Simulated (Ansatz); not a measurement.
**C₂H₇GeN: a ladder of functionals and wavefunction methods**

The task here is to estimate one member of a computed series from the others.

Method: functionals in def2-TZVPP, the program's frozen cores in correlated methods; program: Ansatz 0.2.0, Gaussian basis.

Plan: LDA (SPW92), PBE-D4, revPBE-D4, BLYP-D4, r2SCAN-D4, B97M-V, PBE0-D4, B3LYP-D4, r2SCANh-D4, r2SCAN0-D4, HSE06-D4, BHLYP-D4, CAM-B3LYP-D4, LC-ωPBE, ωB97X-V, ωB97M-V, B2PLYP, PBE-QIDH; CCSD(T)/def2-SVP; CCSD(T)/def2-TZVPP; MP2/def2-QZVPP; extrapolation to the limit; RPA on PBE.

**Structure used throughout**

The geometry comes from an earlier relaxation with PBE0-D4 in a triple-zeta def2 set; it is a stationary point, not always the lowest conformer.

11 atoms, charge 0, spin multiplicity 1.

Atoms are counted from 1 here; the program's logs count them from 0.

Bond lengths: N1–C2 1.265 Å, N1–H5 1.023 Å, C2–C3 1.487 Å, C2–H6 1.096 Å, C3–Ge4 1.977 Å, C3–H7 1.093 Å, C3–H8 1.093 Å, Ge4–H9 1.537 Å, Ge4–H10 1.536 Å, Ge4–H11 1.537 Å. Angles: C2–N1–H5 110.7°, N1–C2–C3 128.1°, N1–C2–H6 116.6°, C3–C2–H6 115.3°, C2–C3–Ge4 110.8°, C2–C3–H7 110.9°, C2–C3–H8 111.4°, Ge4–C3–H7 106.7°, Ge4–C3–H8 108.1°, H7–C3–H8 108.8°, C3–Ge4–H9 109.5°, C3–Ge4–H10 109.1°, C3–Ge4–H11 109.2°, H9–Ge4–H10 109.6°, H9–Ge4–H11 109.5°, H10–Ge4–H11 109.9°.

The first run:

in.yaml reads:

```yaml
crystal:
  periodic: [false, false, false]
  atoms:
    - {symbol: N, position_ang: [0.374317, 2.267434, 0.100144]}
    - {symbol: C, position_ang: [0.178766, 1.167917, 0.694542]}
    - {symbol: C, position_ang: [0.672133, -0.181935, 0.313482]}
    - {symbol: Ge, position_ang: [-0.768104, -1.242458, -0.527789]}
    - {symbol: H, position_ang: [0.972756, 2.135084, -0.718640]}
    - {symbol: H, position_ang: [-0.455157, 1.199657, 1.587613]}
    - {symbol: H, position_ang: [0.999933, -0.739661, 1.194958]}
    - {symbol: H, position_ang: [1.503744, -0.118464, -0.392543]}
    - {symbol: H, position_ang: [-1.982824, -1.295669, 0.412124]}
    - {symbol: H, position_ang: [-1.170958, -0.579685, -1.853424]}
    - {symbol: H, position_ang: [-0.259205, -2.669322, -0.789966]}
basis:
  gaussian: {orbitals: def2-TZVPP}
hamiltonian: {xc: lda}
output: {orbitals: {seedname: orbitals}}
```

Launch:

```bash
$ ansatz run in.yaml --threads 4 --pin off --events-out ev --progress --plain --max-ram 10444MiB
```

Steps of the session up to this table: LDA; PBE-D4 (GGA); revPBE-D4 (GGA); BLYP-D4 (GGA); r2SCAN-D4 (meta-GGA); B97M-V (meta-GGA); PBE0-D4 (hybrid); B3LYP-D4 (hybrid); r2SCANh-D4 (hybrid); r2SCAN0-D4 (hybrid); HSE06-D4 (hybrid); BHLYP-D4 (hybrid); CAM-B3LYP-D4 (range-separated); LC-ωPBE (range-separated); ωB97X-V (range-separated); ωB97M-V (range-separated); B2PLYP (double hybrid); PBE-QIDH (double hybrid).

One table of the session follows, with a row left open; its other results are not shown here.

It belongs to the step «Orbital energies across the functionals». 

| functional | HOMO (eV) | gap (eV) |
| --- | --- | --- |
| LDA (SPW92) | -6.10 | 4.51 |
| PBE-D4 | -6.03 | 4.67 |
| revPBE-D4 | -5.99 | 4.73 |
| BLYP-D4 | -5.94 | 4.70 |
| r2SCAN-D4 | -6.34 | 5.22 |
| B97M-V | -6.56 | 5.50 |
| PBE0-D4 | -7.54 | 7.26 |
| B3LYP-D4 | -7.31 | 6.76 |
| r2SCANh-D4 | -6.91 | 6.17 |
| r2SCAN0-D4 | -7.75 | 7.60 |
| HSE06-D4 | -7.13 | 6.47 |
| BHLYP-D4 | -8.96 | 9.82 |
| CAM-B3LYP-D4 | -8.98 | 9.84 |
| LC-ωPBE | -10.33 | 12.40 |
| ωB97X-V | -10.00 | 11.98 |
| ωB97M-V | ? | ? |

Estimate the missing values for ωB97M-V.

**Answer.** HOMO (eV): -9.92; gap (eV): 11.75. In the column «HOMO (eV)» it lies between ωB97X-V (-10.00) and CAM-B3LYP-D4 (-8.98).
